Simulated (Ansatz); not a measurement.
The system is Ge2Sb2Te5.

```xyz
9
Lattice="6.8391 -3.0660 0.0000 6.8391 3.0660 0.0000 -6.8310 0.0000 6.8476" Properties=species:S:1:pos:R:3 pbc="T T T"
Te    5.4948    0.0000    2.6461
Te    9.5385    0.0000    1.3429
Te    0.0699    0.0000    0.0441
Te   -2.7069    0.0000    5.5452
Te    1.3918    0.0000    4.0888
Sb    8.3181    0.0000    4.0255
Sb   -1.3207    0.0000    2.8579
Ge    2.6055    0.0000    1.2862
Ge    6.7274    0.0000    0.0756
```

The cell comes from a database or a generator and needn't be the stable form of this composition.

```yaml
Program: Ansatz 0.2.0
Task: relaxation of cell and atoms
Functional: revPBE
Dispersion: D4
Potentials_or_basis: Ansatz PAW
Cutoff: "420 eV (not typed: the program's choice for these potentials)"
k_mesh: 4 × 4 × 3
Occupations: fermi-dirac, width 0.05 eV
Spin: no spin polarisation
```

At the start: volume 31.91 Å³/atom.

How do energy, volume and symmetry change on relaxing?

It ends after 13 steps and the volume is 30.71 Å³/atom (-3.8 %); space group Cm (No. 8, to 0.05 Å).

The path:
```
step  energy change (eV)  largest force (eV/Å)  volume (Å³)
   1              0.0000                0.5312       287.17
   2             -0.1551                0.6025       281.45
   3             -0.2138                0.1950       273.95
   4             -0.2246                0.1163       275.56
   5             -0.2277                0.1084       276.20
   6             -0.2330                0.0868       276.39
   7             -0.2383                0.0863       276.45
   8             -0.2429                0.1598       276.34
   9             -0.2485                0.0860       276.19
  10             -0.2522                0.0569       276.17
  11             -0.2528                0.0142       276.32
  12             -0.2529                0.0080       276.39
  13             -0.2512                0.0080       276.39
```

Final structure:
```
Te Sb Ge
1.0
     6.79846   -3.04403   -0.04018
     6.79846    3.04403   -0.04018
    -6.83058    0.00000    6.71817
Te Sb Ge
5 2 2
Direct
  0.60718 0.60718 0.41075
  0.80273 0.80273 0.18278
  0.99392 0.99392 0.99024
  0.20706 0.20706 0.80233
  0.41597 0.41597 0.60508
  0.89220 0.89220 0.56953
  0.11664 0.11664 0.42244
  0.27404 0.27404 0.19762
  0.49027 0.49027 0.01922
```

Caveat: the plane-wave basis is chosen anew once the cell has moved, so the energies of steps on either side of that aren't comparable; pairwise dispersion overbinds metals, which lowers pressure and volume; the PAW data sets come from PBE, with cores solved anew for the run's functional, which leaves a small shift of forces and pressure.
